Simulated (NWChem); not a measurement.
**One shape, several levels: GeH3S (SMILES [SH][GeH2])**

Wanted: a comparison of 4 runs (UHF/STO-3G, UHF/3-21G, UB3LYP/6-31G*) of GeH3S. 

The results are computed with NWChem 7.3.0.

**1. The molecule**

The species is GeH3S (5 atoms), meant as a doublet with charge 0. SMILES: `[SH][GeH2]`. The coordinates come from a PBE0-D4/def2-TZVP relaxation. This is one conformer, not always the lowest.

Bond lengths: S1–Ge2 2.220 Å, S1–H3 1.343 Å, Ge2–H4 1.550 Å, Ge2–H5 1.545 Å. Angles: S1–Ge2–H4 109.5°, S1–Ge2–H5 104.6°, Ge2–S1–H3 94.4°, H4–Ge2–H5 110.8°.

**2. Energy and forces at UHF/STO-3G (run 1)**

input.xyz

```xyz
5

S      1.138600    -0.803200     0.659500
Ge    -0.389500     0.679300     0.030100
H      0.246200    -1.778900     0.894600
H     -1.364100     0.019600    -0.978800
H      0.418600     1.809400    -0.646900
```

run.py

```python
from ase.io import read
from ase.calculators.nwchem import NWChem

system = read('input.xyz')

calc = NWChem(
    label='input',
    theory='scf',
    memory='2200 mb',
    basis='STO-3G',
    basispar='spherical bse',
    scf={'nopen': '1', 'uhf': None, 'thresh': '1e-08', 'maxiter': '80', 'print': 'low'},
)
system.calc = calc

forces = system.get_forces()
print(f"energy = {system.get_potential_energy():.6f} eV")
print("forces (eV/A):")
for s, f in zip(system.symbols, forces):
    print(f"{s:2s} {f[0]:10.5f} {f[1]:10.5f} {f[2]:10.5f}")
```

On the command line:

```console
export ASE_NWCHEM_COMMAND="nwchem PREFIX.nwi > PREFIX.nwo"
python run.py
```

The program printed:

```text
energy = -66576.649448 eV
forces (eV/A):
S    -1.11334    0.17545   -0.16136
Ge    0.54867    0.06099   -1.97996
H     0.41205    0.32159   -0.05667
H     1.42907    0.99239    1.35513
H    -1.27640   -1.55043    0.84281
```

The calculator wrote input.nwi:

```
title "input"

permanent_dir input

scratch_dir input

start input

geometry units angstrom nocenter noautosym noautoz
  S  1.1386000000000001e+00 -8.0320000000000003e-01 6.5949999999999998e-01
  Ge -3.8950000000000001e-01 6.7930000000000001e-01 3.0099999999999998e-02
  H  2.4620000000000000e-01 -1.7788999999999999e+00 8.9459999999999995e-01
  H  -1.3641000000000001e+00 1.9599999999999999e-02 -9.7880000000000000e-01
  H  4.1860000000000003e-01 1.8093999999999999e+00 -6.4690000000000003e-01
end

memory 2200 mb

basis spherical bse noprint
   * library STO-3G
end

scf
  nopen 1
  uhf
  thresh 1e-08
  maxiter 80
  print low
end

task scf gradient
```

input.nwo:

```text
Northwest Computational Chemistry Package (NWChem) 7.3.0
             --------------------------------------------------------

           Job information
           ---------------

    nwchem branch   = 7.3.0
    use scalapack   = T
    input           = input.nwi
    prefix          = input.
    data base       = input/input.db
    status          = startup
    nproc           =        1

           Memory information
           ------------------

[... 5 lines left out ...]
    hardfail = no
[... 101 lines left out ...]
       Final UHF  results
[... 3 lines left out ...]
      One electron energy =  -3756.097553608563
[... 1 line left out ...]
 Nuclear repulsion energy =    162.595040459625
[... 10 lines left out ...]
                         UHF ENERGY GRADIENTS

    atom               coordinates                        gradient
                 x          y          z           x          y          z
   1 S       2.151642  -1.517828   1.246274    0.021651  -0.003412   0.003138
   2 Ge     -0.736048   1.283691   0.056881   -0.010670  -0.001186   0.038504
   3 H       0.465251  -3.361634   1.690549   -0.008013  -0.006254   0.001102
   4 H      -2.577775   0.037039  -1.849664   -0.027791  -0.019299  -0.026353
   5 H       0.791039   3.419270  -1.222464    0.024822   0.030151  -0.016390

 Task  times  cpu:        1.4s     wall:        1.4s
 Total times  cpu:        1.4s     wall:        1.4s
```

Wall time 2.2 s (1 thread of AMD EPYC 9R45 (Zen 5), shared host); peak memory 0.098 GiB.

**3. Energy and forces at UHF/3-21G (run 2)**

geh3s.xyz

```xyz
5
GeH3S
S      1.138600    -0.803200     0.659500
Ge    -0.389500     0.679300     0.030100
H      0.246200    -1.778900     0.894600
H     -1.364100     0.019600    -0.978800
H      0.418600     1.809400    -0.646900
```

run.py

```python
from ase.io import read
from ase.calculators.nwchem import NWChem

atoms = read('geh3s.xyz')

calc = NWChem(
    label='geh3s',
    theory='scf',
    memory='2200 mb',
    basis='3-21G',
    basispar='spherical bse',
    scf={'nopen': '1', 'uhf': None, 'thresh': '1e-08', 'maxiter': '80'},
)
atoms.calc = calc

forces = atoms.get_forces()
e = atoms.get_potential_energy()
print(f"E = {e:.6f} eV")
print("forces (eV/A):")
for s, f in zip(atoms.symbols, forces):
    print(f"{s:2s} {f[0]:10.5f} {f[1]:10.5f} {f[2]:10.5f}")
```

On the command line:

```console
export ASE_NWCHEM_COMMAND="nwchem PREFIX.nwi > PREFIX.nwo"
python run.py
```

The program printed:

```text
E = -67011.043010 eV
forces (eV/A):
S     0.64838   -0.76094    0.35090
Ge   -0.66489    1.14877   -0.83304
H     0.14928   -0.43277    0.18224
H     0.03008    0.07323    0.15555
H    -0.16291   -0.02833    0.14434
```

The calculator wrote geh3s.nwi:

```
title "geh3s"

permanent_dir geh3s

scratch_dir geh3s

start geh3s

geometry units angstrom nocenter noautosym noautoz
  S  1.1386000000000001e+00 -8.0320000000000003e-01 6.5949999999999998e-01
  Ge -3.8950000000000001e-01 6.7930000000000001e-01 3.0099999999999998e-02
  H  2.4620000000000000e-01 -1.7788999999999999e+00 8.9459999999999995e-01
  H  -1.3641000000000001e+00 1.9599999999999999e-02 -9.7880000000000000e-01
  H  4.1860000000000003e-01 1.8093999999999999e+00 -6.4690000000000003e-01
end

memory 2200 mb

basis spherical bse noprint
   * library 3-21G
end

scf
  nopen 1
  uhf
  thresh 1e-08
  maxiter 80
end

task scf gradient
```

geh3s.nwo:

```text
Northwest Computational Chemistry Package (NWChem) 7.3.0
             --------------------------------------------------------

           Job information
           ---------------

    nwchem branch   = 7.3.0
    use scalapack   = T
    input           = geh3s.nwi
    prefix          = geh3s.
    data base       = geh3s/geh3s.db
    status          = startup
    nproc           =        1

           Memory information
           ------------------

[... 5 lines left out ...]
    hardfail = no
[... 116 lines left out ...]
 1-e energy   =   -3758.047384
[... 9 lines left out ...]
 Convergence threshold     :          1.000E-08
[... 16 lines left out ...]
      One electron energy =  -3757.212614123556
[... 9 lines left out ...]
          Final alpha eigenvalues
[... 242 lines left out ...]
                     UHF Final Beta Molecular Orbital Analysis
[... 250 lines left out ...]
                 ----------------------------------------
                 |  Time  |  1-e(secs)   |  2-e(secs)   |
                 ----------------------------------------
                 |  CPU   |       0.00   |       0.35   |
                 ----------------------------------------
                 |  WALL  |       0.00   |       0.35   |
                 ----------------------------------------

 Task  times  cpu:        1.7s     wall:        1.7s
 Total times  cpu:        1.7s     wall:        1.7s
```

Wall time 2.5 s (1 thread of AMD EPYC 9R45 (Zen 5), shared host); peak memory 0.099 GiB.

Run 3 isn't shown in full; the table further down has it.

**4. Energy and forces at UB3LYP/6-31G(d) (Cartesian functions) (run 4)**

run.py

```python
from ase import Atoms
from ase.calculators.nwchem import NWChem

molecule = Atoms(['S', 'Ge', 'H', 'H', 'H'], positions=[
    [1.138600, -0.803200, 0.659500],
    [-0.389500, 0.679300, 0.030100],
    [0.246200, -1.778900, 0.894600],
    [-1.364100, 0.019600, -0.978800],
    [0.418600, 1.809400, -0.646900],
])

calc = NWChem(
    label='geom',
    theory='dft',
    memory='2200 mb',
    basis='6-31G*',
    dft={'xc': 'b3lyp', 'mult': '2', 'grid': 'xfine', 'convergence': 'energy 1e-08', 'iterations': '100', 'mulliken': None},
)
molecule.calc = calc

forces = molecule.get_forces()
e = molecule.get_potential_energy()
print(f"E = {e:.6f} eV")
print("forces (eV/A):")
for s, f in zip(molecule.symbols, forces):
    print(f"{s:2s} {f[0]:10.5f} {f[1]:10.5f} {f[2]:10.5f}")
```

On the command line:

```console
export ASE_NWCHEM_COMMAND="nwchem PREFIX.nwi > PREFIX.nwo"
python run.py
```

The program printed:

```text
E = -67395.500173 eV
forces (eV/A):
S     0.44172   -0.16995    0.06284
Ge   -0.34221    0.34838    0.16213
H    -0.11416   -0.18378    0.05137
H    -0.08017   -0.08870   -0.16301
H     0.09487    0.09400   -0.11333
```

The calculator wrote geom.nwi:

```
title "geom"

permanent_dir geom

scratch_dir geom

start geom

geometry units angstrom nocenter noautosym noautoz
  S  1.1386000000000001e+00 -8.0320000000000003e-01 6.5949999999999998e-01
  Ge -3.8950000000000001e-01 6.7930000000000001e-01 3.0099999999999998e-02
  H  2.4620000000000000e-01 -1.7788999999999999e+00 8.9459999999999995e-01
  H  -1.3641000000000001e+00 1.9599999999999999e-02 -9.7880000000000000e-01
  H  4.1860000000000003e-01 1.8093999999999999e+00 -6.4690000000000003e-01
end

memory 2200 mb

basis noprint
   * library 6-31G*
end

dft
  xc b3lyp
  mult 2
  grid xfine
  convergence energy 1e-08
  iterations 100
  mulliken
end

task dft gradient
```

geom.nwo:

```text
Northwest Computational Chemistry Package (NWChem) 7.3.0
             --------------------------------------------------------

           Job information
           ---------------

    nwchem branch   = 7.3.0
    use scalapack   = T
    input           = geom.nwi
    prefix          = geom.
    data base       = geom/geom.db
    status          = startup
    nproc           =        1

           Memory information
           ------------------

[... 5 lines left out ...]
    hardfail = no
[... 113 lines left out ...]
          Convergence on energy requested:  1.00D-08
[... 29 lines left out ...]
          total energy or number of iterations.
[... 89 lines left out ...]
      One electron energy =    -3769.446181209530
[... 974 lines left out ...]
          Convergence on energy requested:  1.00D-08
[... 29 lines left out ...]
          total energy or number of iterations.
[... 36 lines left out ...]
                 ----------------------------------------
                 |  Time  |  1-e(secs)   |  2-e(secs)   |
                 ----------------------------------------
                 |  CPU   |       0.00   |       2.54   |
                 ----------------------------------------
                 |  WALL  |       0.00   |       2.54   |
                 ----------------------------------------

 Task  times  cpu:       14.7s     wall:       14.7s
 Total times  cpu:       14.7s     wall:       14.7s
```

It took 16 s on 1 thread of AMD EPYC 9R45 (Zen 5), shared host; peak memory 0.13 GiB.

**5. The series**

```tsv
run	level	iteration cap	module	energy (Eh)	⟨S²⟩	largest force (eV/Å)	wall time
1	UHF/STO-3G	80	scf	-2446.646760	0.753	2.205	2.2 s
2	UHF/3-21G	80	scf	-2462.610429	0.753	1.567	2.5 s
3	UB3LYP/6-31G* (spherical functions)	100	dft	-2476.731073	0.752	0.518	15 s
4	UB3LYP/6-31G* (Cartesian functions)	100	dft	-2476.738969	0.752	0.515	16 s
```

**6. Summary of results**

| quantity | value |
| --- | --- |
| run 4: total energy | -2476.73897 Eh |
| run 4: dipole moment | 1.18 D |
| run 4: HOMO energy (highest over α and β) | -5.73 eV |
| run 4: LUMO energy (lowest over α and β) | -3.26 eV |
| run 4: ⟨S²⟩ | 0.752 |
| run 4: largest force on an atom | 0.515 eV/Å |

In words: In run 1 the basis is minimal, so the values are rough. All runs together took 35 s, the longest 16 s.
